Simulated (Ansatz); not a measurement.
# CH8Si3: the cost of one run

Program: Ansatz 0.2.0 through its Python package. Level of theory: PBE0/def2-SVP. These are calculated values, not measurements.

## Step 1: The system

Bond lengths: C1–Si2 1.773 Å, Si2–Si3 2.222 Å, Si2–Si4 2.280 Å, Si3–Si4 2.198 Å, C1–H5 1.145 Å, C1–H6 1.150 Å, C1–H7 1.087 Å, Si2–H8 1.455 Å, Si3–H9 1.545 Å, Si3–H10 1.496 Å, Si4–H11 1.448 Å, Si4–H12 1.516 Å. Angles (14 of 24 angles, heavy atoms first): C1–Si2–Si3 113.6°, C1–Si2–Si4 113.5°, Si3–Si2–Si4 58.4°, Si2–Si3–Si4 62.1°, Si2–Si4–Si3 59.5°, C1–Si2–H8 120.4°, Si3–Si2–H8 116.6°, Si4–Si2–H8 119.0°, Si2–C1–H5 112.4°, Si2–C1–H6 112.8°, Si2–C1–H7 117.1°, Si2–Si3–H9 116.6°, Si2–Si3–H10 117.0°, Si4–Si3–H9 118.2°.

The script holds or builds the structure itself.

## Step 2: Script

The input, opt_ch8si3.py:

```python
"""Relax the CH8Si3 molecule."""

import itertools
import warnings

import ansatz as az
from ase.data import atomic_numbers, covalent_radii
import numpy as np

warnings.simplefilter("ignore", az.DeckWarning)

geometry_ang = [
    ("C", (-0.9229, 1.3647, -0.8164)),
    ("Si", (-0.7188, 0.1335, 0.4423)),
    ("Si", (1.4017, -0.2306, 0.9958)),
    ("Si", (0.3999, -1.7205, -0.2717)),
    ("H", (-1.9001, 1.2352, -1.3981)),
    ("H", (-1.0394, 2.4249, -0.3873)),
    ("H", (-0.1372, 1.4446, -1.5635)),
    ("H", (-1.7011, -0.0011, 1.5069)),
    ("H", (1.6776, -0.5936, 2.4717)),
    ("H", (2.4324, 0.6308, 0.3381)),
    ("H", (0.657, -1.7539, -1.6961)),
    ("H", (-0.0721, -2.989, 0.4123)),
]
ch8si3 = az.Crystal.molecule()
for symbol, xyz in geometry_ang:
    ch8si3 = ch8si3.atom(symbol, xyz)

base = (
    ch8si3.calculation()
    .basis(gaussian="def2-SVP")
    .functional("PBE0")
)
symbols = [site.symbol for site in ch8si3.cartesian_sites]
start = np.array([site.position_ang for site in ch8si3.cartesian_sites], dtype=float)
r = base.relax(force_tolerance=0.005).run(threads=1, backend="cpu").report
end = np.array(r["positions_ang"])

for key in ("converged", "free_energy_ev", "reference_energy_ev", "n_frozen", "n_occupied", "n_virtual"):
    print(f"{key:22s} {r[key]}")

# pairs closer than 1.2 times the sum of covalent radii, before or after
radius = [covalent_radii[atomic_numbers[s]] for s in symbols]
span = lambda where, i, j: np.linalg.norm(where[i] - where[j])
bonded = [(i, j) for i, j in itertools.combinations(range(len(symbols)), 2) if min(span(start, i, j), span(end, i, j)) < 1.2 * (radius[i] + radius[j])]
print("pair        before    after (A)")
for i, j in bonded:
    print(f"{symbols[i]}{i}-{symbols[j]}{j}".ljust(10), f"{span(start, i, j):8.4f} {span(end, i, j):8.4f}")
with open("ch8si3_opt.xyz", "w") as handle:
    handle.write(f"{len(symbols)}\nrelaxed CH8Si3\n")
    handle.writelines(f"{s:2s} {x:11.6f} {y:11.6f} {z:11.6f}\n" for s, (x, y, z) in zip(symbols, end))
```

## Step 3: The input behind the calls

The package turns the script's settings into the engine's input:

```yaml
crystal:
  periodic: [false, false, false]
  atoms:
    - { symbol: C, position_ang: [-0.9229, 1.3647, -0.8164] }
    - { symbol: Si, position_ang: [-0.7188, 0.1335, 0.4423] }
    - { symbol: Si, position_ang: [1.4017, -0.2306, 0.9958] }
    - { symbol: Si, position_ang: [0.3999, -1.7205, -0.2717] }
    - { symbol: H, position_ang: [-1.9001, 1.2352, -1.3981] }
    - { symbol: H, position_ang: [-1.0394, 2.4249, -0.3873] }
    - { symbol: H, position_ang: [-0.1372, 1.4446, -1.5635] }
    - { symbol: H, position_ang: [-1.7011, -0.0011, 1.5069] }
    - { symbol: H, position_ang: [1.6776, -0.5936, 2.4717] }
    - { symbol: H, position_ang: [2.4324, 0.6308, 0.3381] }
    - { symbol: H, position_ang: [0.657, -1.7539, -1.6961] }
    - { symbol: H, position_ang: [-0.0721, -2.989, 0.4123] }
basis:
  gaussian:
    orbitals: def2-SVP
hamiltonian:
  xc: pbe0
relax:
  f_tol: 0.005
```

## Step 4: Launch

Run with:

```bash
> python opt_ch8si3.py
```

Q: Estimate wall time and peak memory on 1 thread of Intel Xeon 6975P-C (Granite Rapids), shared host.

About 38 s, with a peak of 0.32 GiB.
